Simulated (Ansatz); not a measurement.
# SiCl3: the cost of one run

Method: DFT PBE, scalar-relativistic, plane waves, PAW, in Ansatz 0.2.0.

**1. Starting point**

The structure is hexagonal, space group P6mm (No. 183). Conventional cell: a = 4.385 Å, b = 4.385 Å, c = 6.336 Å, α = 90.00°, β = 90.00°, γ = 120.00°. Around Si (site symmetry 6mm) lie 6 Cl at 2.22 Å. Cl (site symmetry 2mm) is surrounded by 4 Cl at 2.19 Å and 2 Si at 2.22 Å.

As a file:

```xyz
4
Lattice="4.3853 0.0000 0.0000 -2.1927 3.7978 0.0000 0.0000 0.0000 6.3358" Properties=species:S:1:pos:R:3 pbc="T T T"
Si    0.0000    0.0000    3.1679
Cl    2.1927    0.0000    2.7909
Cl   -1.0963    1.8989    2.7909
Cl    1.0963    1.8989    2.7909
```

This is candidate A: random cell with space group P6mm (No. 183).

**2. Rough relaxation on the coarse mesh (candidate A)**

input.yaml reads:

```yaml
crystal:
  lattice:
    - [4.3853407529, 0.0, 0.0]
    - [-2.1926703764, 3.7978164962, 0.0]
    - [0.0, 0.0, 6.335804969]
  atoms:
    - { symbol: Si, position: [0.0, 0.0, 0.5] }
    - { symbol: Cl, position: [0.5, 0.0, 0.4405040743] }
    - { symbol: Cl, position: [0.0, 0.5, 0.4405040743] }
    - { symbol: Cl, position: [0.5, 0.5, 0.4405040743] }
basis:
  ecutwfc: 420
kpoints:
  mp_grid: { grid: [6, 6, 4] }
hamiltonian:
  xc: pbe
scf:
  occupations: { method: gaussian, width: 0.1 }
  lower_state_search: "off"
output:
  forces: true
  stress: true
  eigenvalues: true
relax:
  adjacent_minimum: "off"
  f_tol: 0.04
  max_steps: 70
  cell: { stress_tol: 0.4 }
```

Started as:

```console
$ ansatz run input.yaml --threads 1 --pin off --max-ram 2560MiB --backend cpu --events-out ev --progress --plain --runs-dir out
```

What time and memory should one allow on 1 thread of Intel Xeon 6975P-C (Granite Rapids), shared host?

About 38 s, with a peak of 0.44 GiB.
